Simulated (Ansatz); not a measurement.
# HfZrGe4: the cost of one run

Method: DFT PBE, scalar-relativistic, plane waves, PAW, in Ansatz 0.2.0.

## Step 1: The system as given

It takes space group F-43m (No. 216, cubic). Conventional cell: a = 8.162 Å, b = 8.162 Å, c = 8.162 Å, α = 90.00°, β = 90.00°, γ = 90.00°. Zr (site symmetry -43m) has 12 Ge at 3.43 Å and 4 Hf at 3.53 Å in its first shell of neighbours. Hf (site symmetry -43m) is surrounded by 12 Ge at 3.35 Å and 4 Zr at 3.53 Å. Ge (site symmetry 3m) is surrounded by 3 Ge at 2.49 Å.

As a file:

```
Zr Hf Ge
1.0
     0.00000    4.08114    4.08114
     4.08114    0.00000    4.08114
     4.08114    4.08114    0.00000
Zr Hf Ge
1 1 4
Direct
  0.00000 0.00000 0.00000
  0.75000 0.75000 0.75000
  0.39205 0.39205 0.39205
  0.39205 0.39205 0.82385
  0.39205 0.82385 0.39205
  0.82385 0.39205 0.39205
```

Recipe of the guess: random cell by space group and Wyckoff sites (F-43m, No. 216). Lengths come from tabulated atomic sizes and are only a guess.

## Step 2: A first look at the guess

File input.yaml:

```yaml
crystal:
  lattice:
    - [0.0, 4.08114369, 4.08114369]
    - [4.08114369, 0.0, 4.08114369]
    - [4.08114369, 4.08114369, 0.0]
  atoms:
    - { symbol: Zr, position: [0.0, 0.0, 0.0] }
    - { symbol: Hf, position: [0.75, 0.75, 0.75] }
    - { symbol: Ge, position: [0.39205151, 0.39205151, 0.39205151] }
    - { symbol: Ge, position: [0.39205151, 0.39205151, 0.82384546] }
    - { symbol: Ge, position: [0.39205151, 0.82384546, 0.39205151] }
    - { symbol: Ge, position: [0.82384546, 0.39205151, 0.39205151] }
basis:
  ecutwfc: 420
kpoints:
  mp_grid: { grid: [4, 4, 4] }
hamiltonian:
  xc: pbe
scf:
  occupations: { method: gaussian, width: 0.1 }
  lower_state_search: "off"
output:
  forces: true
  stress: true
  eigenvalues: true
```

Launch:

```sh
ansatz run input.yaml --threads 1 --pin off --max-ram 2560MiB --backend cpu --events-out ev --progress --plain --runs-dir out
```

What time and memory should one allow on 1 thread of Intel Xeon at 2.50GHz (Skylake/Cascade Lake), shared host?

About 10 s, with a peak of 0.42 GiB.
